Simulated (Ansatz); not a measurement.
# MoWSe4: the cost of one run

Program: Ansatz 0.2.0. Level of theory: DFT PBEsol+U (U = 7 eV, J = 0.9 eV on Mo d, W d), plane waves, PAW, no spin–orbit coupling unless a run says so. These are calculated values, not measurements.

5 further runs of the same task are left out: 5 that didn't finish.

## (1) Starting point

Symmetry: Cm, No. 8, monoclinic system. Conventional cell: a = 5.749 Å, b = 3.320 Å, c = 22.767 Å, α = 90.00°, β = 90.01°, γ = 90.00°. Mo (site symmetry m) is surrounded by 6 Se at 2.53 Å. Around Se (site symmetry m) lie 3 Mo at 2.53 Å. Around Se (site symmetry m) lie 3 W at 2.54 Å. W (site symmetry m) is surrounded by 6 Se at 2.54 Å.

Cell or atoms stand a little off a more symmetric structure (P3m1 at a tolerance of 0.3 Å), so results at this geometry aren't those of that ideal crystal.

Coordinates:

```
Mo Se W
1.0
     2.87441   -1.65985    0.00000
     2.87441    1.65985    0.00000
    -0.00511    0.00000   22.76679
Mo Se W
1 4 1
Direct
  0.33267 0.33267 0.45126
  0.66605 0.66605 0.52385
  0.33402 0.33402 0.07762
  0.33409 0.33409 0.22366
  0.66594 0.66594 0.37858
  0.66747 0.66747 0.15062
```

An earlier series on this cell reached its lowest free state from «antiferromagnetic start, free», perhaps among other starts.

## (2) Total moment locked, 4.40 μB per cell

Input file input.yaml:

```yaml
crystal:
  lattice:
    - [2.87440879, -1.65984721, 0.0]
    - [2.87440879, 1.65984721, 0.0]
    - [-0.0051069, 0.0, 22.76678733]
  atoms:
    - { symbol: Mo, position: [0.33267441, 0.33267441, 0.45126469], spin: 3.3 }
    - { symbol: Se, position: [0.66604922, 0.66604922, 0.52385215] }
    - { symbol: Se, position: [0.3340235, 0.3340235, 0.07762295] }
    - { symbol: Se, position: [0.33409304, 0.33409304, 0.22365931] }
    - { symbol: Se, position: [0.66593527, 0.66593527, 0.3785826] }
    - { symbol: W, position: [0.66746582, 0.66746582, 0.1506223], spin: 1.1 }
basis:
  ecutwfc: 420
  ecutrho_ratio: 4
kpoints:
  mp_grid: { grid: [7, 7, 1] }
hamiltonian:
  xc: pbesol
  hubbard:
    sites:
      - { site: 0, l: d, u: 7.0, j: 0.9, starting_ns: [{ spin: up, occupation_matrix: s0up }, { spin: down, occupation_matrix: s0down }] }
      - { site: 5, l: d, u: 7.0, j: 0.9, starting_ns: [{ spin: up, occupation_matrix: s5up }, { spin: down, occupation_matrix: s5down }] }
    occupation_matrices:
      s0up:
        matrix:
          - [0.97, 0.0, 0.0, 0.0, 0.0]
          - [0.0, 0.02001, 0.0, 0.00285, 0.0]
          - [0.0, 0.0, 0.02001, 0.0, -0.00285]
          - [0.0, 0.00285, 0.0, 0.96999, 0.0]
          - [0.0, 0.0, -0.00285, 0.0, 0.96999]
      s0down:
        matrix:
          - [0.02, 0.0, 0.0, 0.0, 0.0]
          - [0.0, 0.02, 0.0, 0.0, 0.0]
          - [0.0, 0.0, 0.02, 0.0, 0.0]
          - [0.0, 0.0, 0.0, 0.02, 0.0]
          - [0.0, 0.0, 0.0, 0.0, 0.02]
      s5up:
        matrix:
          - [0.97, 0.0, 0.0, 0.0, 0.0]
          - [0.0, 0.02, 0.0, 0.0, 0.0]
          - [0.0, 0.0, 0.02, 0.0, 0.0]
          - [0.0, 0.0, 0.0, 0.02, 0.0]
          - [0.0, 0.0, 0.0, 0.0, 0.02]
      s5down:
        matrix:
          - [0.02, 0.0, 0.0, 0.0, 0.0]
          - [0.0, 0.02, 0.0, 0.0, 0.0]
          - [0.0, 0.0, 0.02, 0.0, 0.0]
          - [0.0, 0.0, 0.0, 0.02, 0.0]
          - [0.0, 0.0, 0.0, 0.0, 0.02]
    ns_hold: { iters: 8 }
scf:
  occupations: { method: gaussian, width: 0.05 }
  lower_state_search: "off"
  max_iter: 150
output:
  forces: true
  stress: true
  eigenvalues: true
  populations: true
  hubbard: { sites: [{ site: 0, l: d }, { site: 5, l: d }] }
magnetization:
  spin_polarized: true
  initial_magnetization: 4.4
  spin_locking: { lock_magnetization: hard }
```

The typed matrices put 0.97 on the chosen orbitals and 0.02 on the others, and are held for 8 cycles. The lock stays on to the end, so the result is a constrained state.

Started as:

```console
ansatz run input.yaml --threads 4 --pin off --max-ram 6144MiB --backend cpu --events-out ev --progress --plain --runs-dir out
```

What time and memory should one allow on 4 threads of Arm Neoverse V1, shared host?

About 27 s, with a peak of 0.84 GiB.
